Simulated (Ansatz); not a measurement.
**PBE/6-31G(d) (spherical functions) run of C4H10S2 (1,4-butanedithiol)**

What is the electronic atomisation energy of C4H10S2 (1,4-butanedithiol) at PBE/6-31G* (spherical functions)? 

Program for the calculation: Ansatz 0.2.0.

24 further runs of the same task are left out: 24 set aside as unsound or not needed.

## 1. The system as given

C4H10S2 has 16 atoms, charge 0, and is taken as a singlet. SMILES: `SCCCCS`. The shape is that of a PBE0-D4/def2-TZVP optimisation. This is one conformer, not always the lowest.

Bond lengths: S1–C2 1.811 Å, C2–C3 1.517 Å, C3–C4 1.523 Å, C4–C5 1.521 Å, C5–S6 1.813 Å, S1–H7 1.343 Å, C2–H8 1.091 Å, C2–H9 1.094 Å, C3–H10 1.094 Å, C3–H11 1.093 Å, C4–H12 1.097 Å, C4–H13 1.095 Å, C5–H14 1.091 Å, C5–H15 1.093 Å, S6–H16 1.343 Å. Some angles: S1–C2–C3 113.8°, C2–C3–C4 113.5°, C3–C4–C5 115.7°, C4–C5–S6 115.2°, S1–C2–H8 108.6°, S1–C2–H9 104.4°, C3–C2–H8 111.7°, C3–C2–H9 110.8°, C2–S1–H7 96.6°, C2–C3–H10 109.0°.

## 2. The energy at PBE/6-31G(d) (spherical functions)

The input, in.yaml:

```yaml
crystal:
  periodic: [false, false, false]
  atoms:
    - {symbol: S, position_ang: [-1.300550, -2.912300, 0.433690]}
    - {symbol: C, position_ang: [-0.440060, -1.347930, 0.737720]}
    - {symbol: C, position_ang: [0.236320, -0.771270, -0.491210]}
    - {symbol: C, position_ang: [1.073950, 0.466630, -0.199350]}
    - {symbol: C, position_ang: [0.321600, 1.647630, 0.394960]}
    - {symbol: S, position_ang: [-1.102450, 2.220460, -0.570360]}
    - {symbol: H, position_ang: [-2.203660, -2.425310, -0.432490]}
    - {symbol: H, position_ang: [-1.147030, -0.642540, 1.177610]}
    - {symbol: H, position_ang: [0.297570, -1.588490, 1.509310]}
    - {symbol: H, position_ang: [-0.527220, -0.524900, -1.234900]}
    - {symbol: H, position_ang: [0.873990, -1.539030, -0.937350]}
    - {symbol: H, position_ang: [1.883680, 0.206170, 0.494130]}
    - {symbol: H, position_ang: [1.560300, 0.788580, -1.126300]}
    - {symbol: H, position_ang: [0.998970, 2.487230, 0.558620]}
    - {symbol: H, position_ang: [-0.103600, 1.395490, 1.369390]}
    - {symbol: H, position_ang: [-0.421810, 2.539580, -1.683470]}
basis:
  gaussian:
    orbitals: 6-31G_st_-spherical.json
accuracy: high
hamiltonian:
  xc: pbe
output: {orbitals: {seedname: orbitals}}
```

The basis set 6-31G* is read from a file made from the Basis Set Exchange's data (not shown).

Started as:

```console
$ ansatz run in.yaml --threads 1 --pin off --max-ram 3480MiB --events-out events.jsonl --progress --plain --runs-dir runs
```

Standard output:

```text
Warning: RAYON_NUM_THREADS=1 ignored (pool sized by the plan → 1); use --threads N
Functional definition: PBE
  name "PBE"
  parameter kappa = 0.804
  parameter beta = 0.06672455060314922
  exchange = pbe_x(kappa = kappa, mu = beta*pi^2/3)
  correlation = pbe_c(beta = beta)
2797 factors; integrals over basis functions are off by at most 9.1e-9 eV
mean field evaluation 1: about -25954.9599 eV, gradient 6.3e1 eV
mean field evaluation 2: about -25937.1412 eV, gradient 1.0e2 eV
mean field evaluation 4: about -25965.1103 eV, gradient 3.7e0 eV
mean field evaluation 8: about -25965.1284 eV, gradient 6.5e-2 eV
mean field evaluation 16: about -25965.1284 eV, gradient 1.3e-5 eV
mean field -25965.12843521 eV, -954.2008701979 hartree, gradient 3.1e-8 eV, S^2 0.000000; 0 other end points of the search recorded, 0 dependent functions left out
reference -25965.12843846 eV, -954.2008703171 hartree; 33, 33 occupied and 79, 79 virtual orbitals, 2797 factors
Total energy: -25965.12843846 eV, -954.2008703171 hartree
```

Wall time 8.4 s (1 thread of Intel Xeon 6975P-C (Granite Rapids), shared host); peak memory 0.4 GiB.

## 3. The C atom, same level

The input, input.yaml:

```yaml
crystal:
  periodic: [false, false, false]
  atoms:
    - symbol: C
      position_ang: [0.000000, 0.000000, 0.000000]
basis:
  gaussian: {orbitals: 6-31G_st_-spherical.json}
magnetization: {spin_polarized: true, initial_magnetization: 2}
hamiltonian: {xc: pbe}
accuracy: high
```

The basis set 6-31G* is read from a file made from the Basis Set Exchange's data (not shown).

Run the same way, it converges to -37.78132 Eh (log not shown).

## 4. The H atom, same level

The input, job.yaml:

```yaml
crystal:
  periodic: [false, false, false]
  atoms:
    - symbol: H
      position_ang: [0.000000, 0.000000, 0.000000]
basis:
  gaussian: {orbitals: "6-31G*"}
accuracy: high
magnetization: {spin_polarized: true, initial_magnetization: 1}
hamiltonian: {xc: pbe}
```

Run the same way, it converges to -0.49743 Eh (log not shown).

## 5. The S atom at the same level

The input, input.yaml:

```yaml
crystal:
  periodic: [false, false, false]
  atoms:
    - symbol: S
      position_ang: [0.000000, 0.000000, 0.000000]
basis:
  gaussian:
    orbitals: 6-31G_st_-spherical.json
total_charge: 0
magnetization:
  spin_polarized: true
  initial_magnetization: 2
hamiltonian:
  xc: {name: PBE}
accuracy: high
```

The basis set 6-31G* is read from a file made from the Basis Set Exchange's data (not shown).

Started as:

```console
$ ansatz run input.yaml --threads 1 --pin off --max-ram 3480MiB --events-out events.jsonl --progress --plain --runs-dir runs
```

Standard output, shortened:

```text
Warning: RAYON_NUM_THREADS=1 ignored (pool sized by the plan → 1); use --threads N
[... 6 set-up lines as earlier in the session ...]
140 factors; integrals over basis functions are off by at most 2.9e-9 eV
mean field evaluation 1: about -10827.4942 eV, gradient 3.8e0 eV
mean field evaluation 2: about -10827.5699 eV, gradient 2.2e0 eV
mean field evaluation 4: about -10827.6046 eV, gradient 2.7e-1 eV
mean field evaluation 8: about -10827.6036 eV, gradient 1.0e-3 eV
mean field evaluation 16: about -10827.4728 eV, gradient 4.1e0 eV
mean field evaluation 32: about -10827.6036 eV, gradient 7.4e-7 eV
mean field -10827.60362806 eV, -397.9070941180 hartree, gradient 2.1e-8 eV, S^2 2.001916; 3 other end points of the search recorded, 0 dependent functions left out
reference -10827.60362984 eV, -397.9070941834 hartree; 9, 7 occupied and 9, 11 virtual orbitals, 140 factors
Total energy: -10827.60362984 eV, -397.9070941834 hartree
```

Run time: 0.71 s. Hardware: 1 thread of Intel Xeon 6975P-C (Granite Rapids), shared host.

## 6. Summary of results

Level: PBE/6-31G* (spherical functions).

```
                     quantity          value
       molecule: total energy  -954.20087 Eh
        molecule: HOMO energy       -5.33 eV
        molecule: LUMO energy       -0.16 eV
      molecule: HOMO–LUMO gap        5.17 eV
         C atom: total energy   -37.78132 Eh
                 C atom: ⟨S²⟩          2.001
         H atom: total energy    -0.49743 Eh
                 H atom: ⟨S²⟩          0.750
         S atom: total energy  -397.90709 Eh
                 S atom: ⟨S²⟩          2.002
electronic atomisation energy      62.235 eV
```

Taking the molecule apart into free atoms costs 62.23 eV (1435 kcal/mol), before zero-point energy and without spin-orbit coupling.
